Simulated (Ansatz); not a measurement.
# Cu+ with Cl2: structure and interaction energy

One table from this session's results is given with a row withheld; the runs are named, their logs left out.

The runs use Ansatz 0.2.0, Gaussian basis; PBE0-D4 structure, single points in def2-TZVPPD.

Levels: PBE-D4, revPBE-D4, BLYP-D4, r2SCAN-D4, B97M-V, PBE0-D4, B3LYP-D4, HSE06-D4, wB97X-V, wB97M-V, B2PLYP, Hartree-Fock, MP2, CCSD, CCSD(T). The reference is CCSD(T) extrapolated to the basis limit. For elements past Ar these valence bases correlate outer-core shells poorly and lack relativity, so that limit is rough.

Cores are frozen in the correlated methods. The 3s and 3p shells of Cu and Zn are frozen; filled d shells are correlated. B3LYP uses VWN-RPA correlation. B2PLYP carries no dispersion term here.

163 further runs of the same task are left out: 163 set aside as unsound or not needed.

## Where the work starts

The pair, from a GFN2-xTB docking trial: 3 atoms, charge 1, spin multiplicity 1.

Atoms are counted from 1 here; the program's logs count them from 0.

Bond lengths: Cu1–Cl3 2.277 Å, Cl2–Cl3 2.036 Å. Angles: Cu1–Cl3–Cl2 107.3°.

As a file:

```xyz
3
charge 1, multiplicity 1
Cu    0.10360   -0.84280   -1.62990
Cl   -0.00020    0.00160    1.74090
Cl   -0.10340    0.84120   -0.11110
```

Atoms 1 to 1 are fragment A (Cu+), the rest fragment B (Cl2).

Set-up of the first run:

pre/in.yaml

```yaml
crystal:
  periodic: [false, false, false]
  atoms:
    - {symbol: Cu, position_ang: [0.103600, -0.842800, -1.629900]}
    - {symbol: Cl, position_ang: [-0.000200, 0.001600, 1.740900]}
    - {symbol: Cl, position_ang: [-0.103400, 0.841200, -0.111100]}
basis:
  gaussian: {orbitals: def2-SVP}
total_charge: 1
hamiltonian: {xc: pbe, dispersion: d4}
relax: {f_tol: 0.03, max_steps: 250}
```

Run with:

```sh
> ansatz run in.yaml --threads 2 --pin off --events-out ev --progress --plain --max-ram 5222MiB
```

Steps of the session up to this table: A first relaxation in a small basis; Relaxation at PBE0-D4; wB97X-V/def2-TZVPPD; wB97M-V/def2-TZVPPD; B2PLYP/def2-TZVPPD; B97M-V/def2-TZVPPD; CCSD(T)/def2-TZVPPD; MP2/def2-QZVPPD; Hartree-Fock/STO-3G; SPW92/def2-SVP; wB97M-V/def2-SVP; CCSD(T)/def2-SVP; Vibrations of the pair.

One table of the session follows, with a row left open; its other results are not shown here.

```
      method  interaction (kcal/mol)
      PBE-D4                       ?
   revPBE-D4                  -30.12
     BLYP-D4                  -32.46
   r2SCAN-D4                  -32.67
      B97M-V                  -30.78
     PBE0-D4                  -26.82
    B3LYP-D4                  -27.69
    HSE06-D4                  -26.75
     wB97X-V                  -24.55
     wB97M-V                  -24.57
      B2PLYP                  -23.99
Hartree-Fock                   -9.17
         MP2                  -20.83
        CCSD                  -17.77
     CCSD(T)                  -19.46
 CCSD(T)/CBS                  -23.86
```

Estimate the missing values for PBE-D4.

**Answer.** interaction (kcal/mol): -33.30. In the column «interaction (kcal/mol)» it is the lowest.
